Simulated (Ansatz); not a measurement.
The system is AlCo4.

```
Co Al
1.0
     1.28934    0.74440    9.97436
    -1.28934    0.74440    9.97436
     0.00000   -1.48880    9.97436
Co Al
4 1
Direct
  0.40114 0.40114 0.40114
  0.79968 0.79968 0.79968
  0.20032 0.20032 0.20032
  0.59886 0.59886 0.59886
  0.00000 0.00000 0.00000
```

The cell comes from a database or a generator and needn't be the stable form of this composition.

```yaml
Program: Ansatz 0.2.0
Task: relaxation of cell and atoms
Functional: LDA
Potentials_or_basis: Ansatz PAW
Cutoff: "420 eV (not typed: the program's choice for these potentials)"
k_mesh: 12 × 12 × 12
Occupations: fermi-dirac, width 0.05 eV
Spin: collinear spin, ferromagnetic start
Starting_moments: "[2.0, 2.0, 2.0, 2.0, 0.0] μB"
```

At the start: volume 11.49 Å³/atom.

Problem. How do energy, volume and symmetry change on relaxing?

Solution. It ends after 9 steps and the volume is 10.51 Å³/atom (-8.5 %); space group R-3m (No. 166, to 0.05 Å); moment 4.56 μB per cell.

The path:
```
step  energy change (eV)  largest force (eV/Å)  volume (Å³)
   1              0.0000                0.1715        57.44
   2             -0.1947                0.0410        54.73
   3             -0.2474                0.1052        52.48
   4             -0.2487                0.0132        52.54
   5             -0.2487                0.0084        52.60
   6             -0.2487                0.0010        52.59
   7             -0.2444                0.0011        52.59
   8             -0.2445                0.0018        52.54
   9             -0.2444                0.0016        52.54
```

Final structure:
```cif
data_structure
_symmetry_space_group_name_H-M 'P 1'
_symmetry_Int_Tables_number 1
_cell_length_a 9.8029
_cell_length_b 9.8029
_cell_length_c 9.8029
_cell_angle_alpha 14.660
_cell_angle_beta 14.660
_cell_angle_gamma 14.660
_cell_volume 52.54
loop_
_atom_site_label
_atom_site_type_symbol
_atom_site_fract_x
_atom_site_fract_y
_atom_site_fract_z
_atom_site_occupancy
Co1 Co 0.40071 0.40071 0.40071 1
Co2 Co 0.80007 0.80007 0.80007 1
Co3 Co 0.19993 0.19993 0.19993 1
Co4 Co 0.59929 0.59929 0.59929 1
Al1 Al 0.00000 0.00000 0.00000 1
```

Caveat: the plane-wave basis is chosen anew once the cell has moved, so the energies of steps on either side of that aren't comparable; the PAW data sets come from PBE, with cores solved anew for the run's functional, which leaves a small shift of forces and pressure.
